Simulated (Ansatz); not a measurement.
# CH₂ClNSn: taking an electron away

Aim: the vertical ionisation energy of CH₂ClNSn, as cation minus neutral at the neutral's geometry, on several levels, and how well −ε(HOMO) stands in for it.

Computed with Ansatz 0.2.0, Gaussian basis. Level: unrestricted cation, the program's frozen cores in correlated methods.

Levels to be run: UKS PBE-D4/def2-TZVPP; UKS r2SCAN-D4/def2-TZVPP; UKS PBE0-D4/def2-TZVPP; UKS B3LYP-D4/def2-TZVPP; UKS wB97X-V/def2-TZVPP; UKS wB97M-V/def2-TZVPP; UKS B2PLYP/def2-TZVPP; UHF-CCSD(T)/def2-TZVPP; UHF-CCSD(T)/def2-QZVPP; extrapolation to the limit; then −ε(HOMO) from the neutral's earlier runs with LDA (SPW92), PBE-D4, revPBE-D4, BLYP-D4, r2SCAN-D4, B97M-V, PBE0-D4, B3LYP-D4, r2SCANh-D4, r2SCAN0-D4, HSE06-D4, BHLYP-D4, CAM-B3LYP-D4, LC-ωPBE, ωB97X-V, ωB97M-V.

## Step 1: Structure used throughout

All runs share one geometry, relaxed beforehand with PBE0-D4 in a triple-zeta def2 set. Sn takes the def2 core potential; no spin-orbit term is included.

SMILES `N#[C][SnH2][Cl]`, 6 atoms, charge 0, spin multiplicity 1.

Atoms are counted from 1 here; the program's logs count them from 0.

Bond lengths: N1–C2 1.152 Å, C2–Sn3 2.106 Å, Sn3–Cl4 2.311 Å, Sn3–H5 1.692 Å, Sn3–H6 1.692 Å. Angles: N1–C2–Sn3 178.7°, C2–Sn3–Cl4 105.2°, C2–Sn3–H5 108.3°, C2–Sn3–H6 108.3°, Cl4–Sn3–H5 108.4°, Cl4–Sn3–H6 108.4°, H5–Sn3–H6 117.5°.

Coordinates:

| atom | x (Å) | y (Å) | z (Å) |
| --- | --- | --- | --- |
| N1 | 1.8052 | -1.6211 | 1.0775 |
| C2 | 1.0446 | -0.8860 | 0.6213 |
| Sn3 | -0.3177 | 0.4950 | -0.1988 |
| Cl4 | -1.9340 | -0.7919 | -1.2354 |
| H5 | 0.4879 | 1.3962 | -1.3821 |
| H6 | -1.0440 | 1.3437 | 1.0714 |

## Step 2: Cation, UKS PBE-D4/def2-TZVPP

Contents of in.yaml:

```yaml
crystal:
  periodic: [false, false, false]
  atoms:
    - {symbol: N, position_ang: [1.805228, -1.621133, 1.077543]}
    - {symbol: C, position_ang: [1.044605, -0.885964, 0.621271]}
    - {symbol: Sn, position_ang: [-0.317688, 0.495020, -0.198820]}
    - {symbol: Cl, position_ang: [-1.933950, -0.791876, -1.235351]}
    - {symbol: H, position_ang: [0.487855, 1.396238, -1.382122]}
    - {symbol: H, position_ang: [-1.044049, 1.343716, 1.071380]}
basis:
  gaussian: {orbitals: def2-TZVPP}
total_charge: 1
magnetization: {spin_polarized: true, initial_magnetization: 1}
hamiltonian: {xc: pbe, dispersion: d4}
```

The run is started by

```
ansatz run in.yaml --threads 2 --pin off --events-out ev --progress --plain --max-ram 32768MiB --backend cpu
```

After this run come: Cation, UKS r2SCAN-D4/def2-TZVPP; Cation, UKS PBE0-D4/def2-TZVPP; Cation, UKS B3LYP-D4/def2-TZVPP; Cation, UKS wB97X-V/def2-TZVPP; Cation, UKS wB97M-V/def2-TZVPP; Cation, UKS B2PLYP (frozen core)/def2-TZVPP; Cation, UHF-CCSD(T)/def2-TZVPP; Cation, UHF-CCSD(T)/def2-QZVPP.

**Question.** What will the summary of the whole plan be? Wanted: ionisation energy, CCSD(T)/CBS; nearest functional by difference; nearest −ε(HOMO); −ε(HOMO) of PBE; T1 of the cation.

The runs gave:

| quantity | value |
| --- | --- |
| ionisation energy, CCSD(T)/CBS | 11.94 eV |
| nearest functional by difference | ωB97X-V (-0.12 eV) |
| nearest −ε(HOMO) | LC-ωPBE (+0.16 eV) |
| −ε(HOMO) of PBE | 7.93 eV |
| T1 of the cation | 0.030 |

**Reading.** Energy differences with functionals land within 1.00 eV of the reference. −ε(HOMO) of PBE misses by 4.0 eV, since self-interaction lifts the level. Among orbital estimates LC-ωPBE comes nearest. Hartree-Fock falls 1.04 eV short, as the neutral has more correlation energy than the cation. The cation may have settled in a state other than its lowest; no search over hole states beyond the program's own was made. Correlated methods include outer-core shells of Sn, which these sets cover unevenly. With outer-core shells in play the reference is unsure by up to some tenths of an eV, so close misses can't be ranked.
